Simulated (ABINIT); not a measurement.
# SiO (F-43m) in ABINIT: equation of state

Aim: energy against volume of SiO in PBE, for its equilibrium volume and stiffness.

Everything below comes from runs of ABINIT 10.8.3 (patched build). Logs are shortened: lines on timing, memory, paths and dates and some standing lists are left out, and cuts for length are marked. The log counts tension as positive stress, the text compression.

**1. The structure**

The structure is cubic, space group F-43m (No. 216). Conventional cell: a = 4.867 Å, b = 4.867 Å, c = 4.867 Å, α = 90.00°, β = 90.00°, γ = 90.00°. Around Si (site symmetry -43m) lie 4 O at 2.11 Å. O (site symmetry -43m) has 4 Si at 2.11 Å as nearest neighbours.

The cell was built by a generator and needn't be a form met in nature.

**2. Equation of state, PBE**

run.abi

```
# Datasets: one volume each
ndtset 7
getwfk -1
scalecart1 3*0.9795861087
scalecart2 3*0.9864848297
scalecart3 3*0.9932883884
scalecart4 3*1.0000000000
scalecart5 3*1.0066227096
scalecart6 3*1.0131594038
scalecart7 3*1.0196128224

# Pseudopotentials
pp_dirpath "./"
pseudos "Si.GGA_PBE-JTH.xml, O.GGA_PBE-JTH.xml"

# Structure
acell 3.4416866939 3.4416866939 3.4416866939 Angstrom
rprim
     0.0000000000     0.7071067812     0.7071067812
     0.7071067812     0.0000000000     0.7071067812
     0.7071067812     0.7071067812     0.0000000000
ntypat 2
znucl 14 8
natom 2
typat 1 2
xred
     0.7500000000     0.7500000000     0.7500000000
     0.0000000000     0.0000000000     0.0000000000

# Plane-wave basis
ecut 23.0
pawecutdg 45.0
pawxcdev 0

# k points
kptopt 1
ngkpt 9 9 9
nshiftk 1
shiftk 0.0 0.0 0.0

# Exchange and correlation
ixc 11

# Bands and occupations
nband 9
occopt 3
tsmear 0.05 eV

# SCF cycle
nstep 100
tolvrs 1.0e-9

# Output
iomode 3
prtwf 1
prtden 0
prteig 0
prtebands 0
enunit 1
```

Potentials or basis: JTH PAW PBE v2.0.

Started as:

```sh
abinit run.abi > log 2>&1
```

run.abo:

```text
.Version 10.8.3 of ABINIT
 DATASET    1 : space group F-4 3 m (#216); Bravais cF (face-center cubic)
================================================================================
 Values of the parameters that define the memory need for DATASET  1.
     intxc =       0    ionmov =       0      iscf =      17    lmnmax =       8
     lnmax =       4     mgfft =      30  mpssoang =       2    mqgrid =    3001
     natom =       2  nloc_mem =       2    nspden =       1   nspinor =       1
    nsppol =       1      nsym =      24    n1xccc =       1    ntypat =       2
    occopt =       3   xclevel =       2
       mpw =         981          nfft =       27000          nkpt =          35
 PAW method is used; the additional fine FFT grid is defined by:
   mgfftf=        40    nfftf =     64000
================================================================================
================================================================================
[... 71 lines left out ...]
 DATASET    7 : space group F-4 3 m (#216); Bravais cF (face-center cubic)
================================================================================
 Values of the parameters that define the memory need for DATASET  7.
     intxc =       0    ionmov =       0      iscf =      17    lmnmax =       8
     lnmax =       4     mgfft =      30  mpssoang =       2    mqgrid =    3001
     natom =       2  nloc_mem =       2    nspden =       1   nspinor =       1
    nsppol =       1      nsym =      24    n1xccc =       1    ntypat =       2
    occopt =       3   xclevel =       2
       mpw =        1100          nfft =       27000          nkpt =          35
 PAW method is used; the additional fine FFT grid is defined by:
   mgfftf=        45    nfftf =     91125
================================================================================
================================================================================

--------------------------------------------------------------------------------
------------- Echo of variables that govern the present computation ------------
--------------------------------------------------------------------------------
 -outvars: echo values of preprocessed input variables --------
            acell      6.5038452627E+00  6.5038452627E+00  6.5038452627E+00 Bohr
              amu      2.80855000E+01  1.59994000E+01
             ecut      2.30000000E+01 Hartree
           enunit           1
           getwfk          -1
              ixc          11
           jdtset        1    2    3    4    5    6    7
         kptrlatt        9    0    0      0    9    0      0    0    9
          kptrlen1     5.73396883E+01
          kptrlen2     5.77435022E+01
          kptrlen3     5.81417458E+01
          kptrlen4     5.85346074E+01
          kptrlen5     5.89222651E+01
          kptrlen6     5.93048879E+01
          kptrlen7     5.96826362E+01
            natom           2
            nband           9
           ndtset           7
            ngfft          30      30      30
          ngfftdg1         40      40      40
          ngfftdg2         40      40      40
          ngfftdg3         40      40      40
          ngfftdg4         40      40      40
          ngfftdg5         40      40      40
          ngfftdg6         40      40      40
          ngfftdg7         45      45      45
             nkpt          35
            nstep         100
             nsym          24
           ntypat           2
           occopt           3
        pawecutdg      4.50000000E+01 Hartree
         pawxcdev           0
           prtden           0
        prtebands           0
           prteig           0
            rprim1     0.0000000000E+00  6.9267198023E-01  6.9267198023E-01
                       6.9267198023E-01  0.0000000000E+00  6.9267198023E-01
                       6.9267198023E-01  6.9267198023E-01  0.0000000000E+00
            rprim2     0.0000000000E+00  6.9755011263E-01  6.9755011263E-01
                       6.9755011263E-01  0.0000000000E+00  6.9755011263E-01
                       6.9755011263E-01  6.9755011263E-01  0.0000000000E+00
            rprim3     0.0000000000E+00  7.0236095512E-01  7.0236095512E-01
                       7.0236095512E-01  0.0000000000E+00  7.0236095512E-01
                       7.0236095512E-01  7.0236095512E-01  0.0000000000E+00
            rprim4     0.0000000000E+00  7.0710678120E-01  7.0710678120E-01
                       7.0710678120E-01  0.0000000000E+00  7.0710678120E-01
                       7.0710678120E-01  7.0710678120E-01  0.0000000000E+00
            rprim5     0.0000000000E+00  7.1178974407E-01  7.1178974407E-01
                       7.1178974407E-01  0.0000000000E+00  7.1178974407E-01
                       7.1178974407E-01  7.1178974407E-01  0.0000000000E+00
            rprim6     0.0000000000E+00  7.1641188486E-01  7.1641188486E-01
                       7.1641188486E-01  0.0000000000E+00  7.1641188486E-01
                       7.1641188486E-01  7.1641188486E-01  0.0000000000E+00
            rprim7     0.0000000000E+00  7.2097514092E-01  7.2097514092E-01
                       7.2097514092E-01  0.0000000000E+00  7.2097514092E-01
                       7.2097514092E-01  7.2097514092E-01  0.0000000000E+00
          spgroup         216
           tolvrs      1.00000000E-09
           tsmear      1.83746611E-03 Hartree
            typat      1  2
           useylm           1
           xangst1     3.5759399064E+00  3.5759399064E+00  3.5759399064E+00
                       0.0000000000E+00  0.0000000000E+00  0.0000000000E+00
           xangst2     3.6011234115E+00  3.6011234115E+00  3.6011234115E+00
                       0.0000000000E+00  0.0000000000E+00  0.0000000000E+00
           xangst3     3.6259595304E+00  3.6259595304E+00  3.6259595304E+00
                       0.0000000000E+00  0.0000000000E+00  0.0000000000E+00
           xangst4     3.6504600000E+00  3.6504600000E+00  3.6504600000E+00
                       0.0000000000E+00  0.0000000000E+00  0.0000000000E+00
           xangst5     3.6746359365E+00  3.6746359365E+00  3.6746359365E+00
                       0.0000000000E+00  0.0000000000E+00  0.0000000000E+00
           xangst6     3.6984978772E+00  3.6984978772E+00  3.6984978772E+00
                       0.0000000000E+00  0.0000000000E+00  0.0000000000E+00
           xangst7     3.7220558237E+00  3.7220558237E+00  3.7220558237E+00
                       0.0000000000E+00  0.0000000000E+00  0.0000000000E+00
            xcart1     6.7575470658E+00  6.7575470658E+00  6.7575470658E+00
                       0.0000000000E+00  0.0000000000E+00  0.0000000000E+00
            xcart2     6.8051369933E+00  6.8051369933E+00  6.8051369933E+00
                       0.0000000000E+00  0.0000000000E+00  0.0000000000E+00
            xcart3     6.8520704560E+00  6.8520704560E+00  6.8520704560E+00
                       0.0000000000E+00  0.0000000000E+00  0.0000000000E+00
            xcart4     6.8983696336E+00  6.8983696336E+00  6.8983696336E+00
                       0.0000000000E+00  0.0000000000E+00  0.0000000000E+00
            xcart5     6.9440555324E+00  6.9440555324E+00  6.9440555324E+00
                       0.0000000000E+00  0.0000000000E+00  0.0000000000E+00
            xcart6     6.9891480652E+00  6.9891480652E+00  6.9891480652E+00
                       0.0000000000E+00  0.0000000000E+00  0.0000000000E+00
            xcart7     7.0336661321E+00  7.0336661321E+00  7.0336661321E+00
                       0.0000000000E+00  0.0000000000E+00  0.0000000000E+00
             xred      7.5000000000E-01  7.5000000000E-01  7.5000000000E-01
                       0.0000000000E+00  0.0000000000E+00  0.0000000000E+00
            znucl       14.00000    8.00000

================================================================================

 chkinp: Checking input parameters for consistency, jdtset=   1.

 chkinp: Checking input parameters for consistency, jdtset=   2.
[... 40 lines left out ...]
 getcut: wavevector=  0.0000  0.0000  0.0000  ngfft=  40  40  40
         ecut(hartree)=     45.000   => boxcut(ratio)=   2.07910

--- Pseudopotential description ------------------------------------------------
- pspini: atom type   1  psp file is ./Si.GGA_PBE-JTH.xml
 Pseudopotential format is: paw10
 basis_size (lnmax)=  4 (lmn_size=  8), orbitals=   0   0   1   1
 Spheres core radius: rc_sph= 1.90944987
 Shapefunction is BESSEL type: shapef(r,l)=aa(1,l)*jl(q(1,l)*r)+aa(2,l)*jl(q(2,l)*r)
 Radius for shape functions =  1.60149249
 Compensation charge density is not taken into account in XC energy/potential

- pspini: atom type   2  psp file is ./O.GGA_PBE-JTH.xml
 Pseudopotential format is: paw10
 basis_size (lnmax)=  4 (lmn_size=  8), orbitals=   0   0   1   1
 Spheres core radius: rc_sph= 1.41465230
 Shapefunction is SIN type: shapef(r)=[sin(pi*r/rshp)/(pi*r/rshp)]**2
 Radius for shape functions =  1.20231231
 Compensation charge density is not taken into account in XC energy/potential

   9.32418002E+01                                ecore*ucvol(ha*bohr**3)
--------------------------------------------------------------------------------

[... 1232 lines left out ...]
-Cartesian components of stress tensor (GPa)         [Pressure= -3.5907E+00 GPa]
- sigma(1 1)=  3.59072340E+00  sigma(3 2)=  0.00000000E+00
- sigma(2 2)=  3.59072340E+00  sigma(3 1)=  0.00000000E+00
- sigma(3 3)=  3.59072340E+00  sigma(2 1)=  0.00000000E+00

== END DATASET(S) ==============================================================
================================================================================

 -outvars: echo values of variables after computation  --------
            acell      6.5038452627E+00  6.5038452627E+00  6.5038452627E+00 Bohr
           etotal1    -2.0080433241E+01
           etotal2    -2.0080859729E+01
           etotal3    -2.0081092215E+01
           etotal4    -2.0081146920E+01
           etotal5    -2.0081038231E+01
           etotal6    -2.0080779714E+01
           etotal7    -2.0080384272E+01
            fcart1    -0.0000000000E+00 -0.0000000000E+00 -0.0000000000E+00
                      -0.0000000000E+00 -0.0000000000E+00 -0.0000000000E+00
            fcart2     7.3030472536E-30  6.8393617137E-30 -2.1909141761E-29
                      -7.3030472536E-30 -6.8393617137E-30  2.1909141761E-29
            fcart3    -0.0000000000E+00 -0.0000000000E+00 -0.0000000000E+00
                      -0.0000000000E+00 -0.0000000000E+00 -0.0000000000E+00
            fcart4     3.6593500070E-30  3.6593500070E-30 -1.0978050021E-29
                      -3.6593500070E-30 -3.6593500070E-30  1.0978050021E-29
            fcart5    -1.4541098555E-29 -6.3502927632E-47  1.4541098555E-29
                       1.4541098555E-29  6.3502927632E-47 -1.4541098555E-29
[... 38 lines left out ...]
                       0.0000000000E+00  0.0000000000E+00  0.0000000000E+00
           xangst1     3.5759399064E+00  3.5759399064E+00  3.5759399064E+00
                       0.0000000000E+00  0.0000000000E+00  0.0000000000E+00
           xangst2     3.6011234115E+00  3.6011234115E+00  3.6011234115E+00
                       0.0000000000E+00  0.0000000000E+00  0.0000000000E+00
           xangst3     3.6259595304E+00  3.6259595304E+00  3.6259595304E+00
                       0.0000000000E+00  0.0000000000E+00  0.0000000000E+00
           xangst4     3.6504600000E+00  3.6504600000E+00  3.6504600000E+00
                       0.0000000000E+00  0.0000000000E+00  0.0000000000E+00
           xangst5     3.6746359365E+00  3.6746359365E+00  3.6746359365E+00
                       0.0000000000E+00  0.0000000000E+00  0.0000000000E+00
           xangst6     3.6984978772E+00  3.6984978772E+00  3.6984978772E+00
                       0.0000000000E+00  0.0000000000E+00  0.0000000000E+00
           xangst7     3.7220558237E+00  3.7220558237E+00  3.7220558237E+00
                       0.0000000000E+00  0.0000000000E+00  0.0000000000E+00
             xred      7.5000000000E-01  7.5000000000E-01  7.5000000000E-01
                       0.0000000000E+00  0.0000000000E+00  0.0000000000E+00
 Calculation completed.
```

Wall time 79 s (1 thread of Arm Neoverse V1, shared host); peak memory 0.13 GiB.

What came out:

```yaml
Equilibrium_volume: 14.36 Å³/atom
Bulk_modulus: 62 GPa
Pressure_derivative_of_the_bulk_modulus: 3.3
```

Energy against volume, from the lowest point:
| volume (Å³/atom) | energy (meV/atom) |
| --- | --- |
| 13.549 | 9.71 |
| 13.837 | 3.91 |
| 14.125 | 0.74 |
| 14.413 | 0.00 |
| 14.702 | 1.48 |
| 14.990 | 5.00 |
| 15.278 | 10.38 |

Caveat: pressures at fixed basis lie under the slope of the energies.
